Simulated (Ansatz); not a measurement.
# CH5B2ClO: small, medium and large basis sets

The task here is to estimate one member of a computed series from the others.

Computed with Ansatz 0.2.0, Gaussian basis. Level: one geometry, several basis sets.

Levels to be run: PBE0-D4/def2-SVP; ωB97M-V/def2-SVP; PBE0-D4/def2-QZVPP; ωB97M-V/def2-QZVPP; the functionals' def2-TZVPP values are taken from earlier runs.

**The geometry**

The geometry comes from an earlier relaxation with PBE0-D4 in a triple-zeta def2 set; it is a stationary point, not always the lowest conformer.

10 atoms, charge 0, spin multiplicity 1.

Atoms are counted from 1 here; the program's logs count them from 0.

Bond lengths: B1–C2 1.537 Å, B1–Cl5 1.803 Å, B1–H6 1.406 Å, B1–H7 1.198 Å, C2–B3 1.526 Å, C2–O4 1.275 Å, B3–H6 1.348 Å, B3–H8 1.203 Å, B3–H9 1.202 Å, O4–H10 0.972 Å. Angles: C2–B1–Cl5 117.4°, C2–B1–H6 90.7°, C2–B1–H7 115.8°, Cl5–B1–H6 106.7°, Cl5–B1–H7 119.1°, H6–B1–H7 99.9°, B1–C2–B3 82.1°, B1–C2–O4 136.7°, B3–C2–O4 141.0°, C2–B3–H6 93.4°, C2–B3–H8 116.0°, C2–B3–H9 115.4°, H6–B3–H8 100.9°, H6–B3–H9 106.6°, H8–B3–H9 119.0°, C2–O4–H10 111.3°, B1–H6–B3 93.8°.

The first run:

File in.yaml:

```yaml
crystal:
  periodic: [false, false, false]
  atoms:
    - {symbol: B, position_ang: [-0.744595, -0.778313, 0.421145]}
    - {symbol: C, position_ang: [0.263279, -0.245998, -0.609937]}
    - {symbol: B, position_ang: [0.197366, 0.993244, 0.278636]}
    - {symbol: O, position_ang: [0.887109, -0.708615, -1.621556]}
    - {symbol: Cl, position_ang: [-0.184142, -2.079373, 1.535994]}
    - {symbol: H, position_ang: [-0.672454, 0.427794, 1.139207]}
    - {symbol: H, position_ang: [-1.895048, -0.751616, 0.087908]}
    - {symbol: H, position_ang: [-0.460298, 1.908190, -0.141501]}
    - {symbol: H, position_ang: [1.194571, 1.232746, 0.904775]}
    - {symbol: H, position_ang: [1.497313, -0.049158, -1.991669]}
basis:
  gaussian: {orbitals: def2-SVP}
hamiltonian: {xc: pbe0, dispersion: d4}
output: {orbitals: {seedname: orbitals}}
```

On the command line:

```sh
ansatz run in.yaml --threads 4 --pin off --events-out ev --progress --plain --max-ram 10444MiB
```

Steps of the session up to this table: PBE0-D4 in def2-SVP; ωB97M-V in def2-SVP; PBE0-D4 in def2-QZVPP; ωB97M-V in def2-QZVPP.

One of the session's tables, all rows but one given; the rest of the session is left out.

It belongs to the step «Functionals by basis». 

```
functional       basis  HOMO (eV)  LUMO (eV)
   PBE0-D4    def2-SVP      -7.65      -2.52
   PBE0-D4  def2-TZVPP      -7.80      -2.64
   PBE0-D4  def2-QZVPP      -7.83      -2.68
   ωB97M-V    def2-SVP      -9.89      -0.25
   ωB97M-V  def2-TZVPP          ?          ?
   ωB97M-V  def2-QZVPP     -10.12      -0.49
```

Estimate the missing values for ωB97M-V, def2-TZVPP.

The run gave: HOMO (eV): -10.09; LUMO (eV): -0.43. In the column «HOMO (eV)» it lies between ωB97M-V, def2-QZVPP (-10.12) and ωB97M-V, def2-SVP (-9.89).
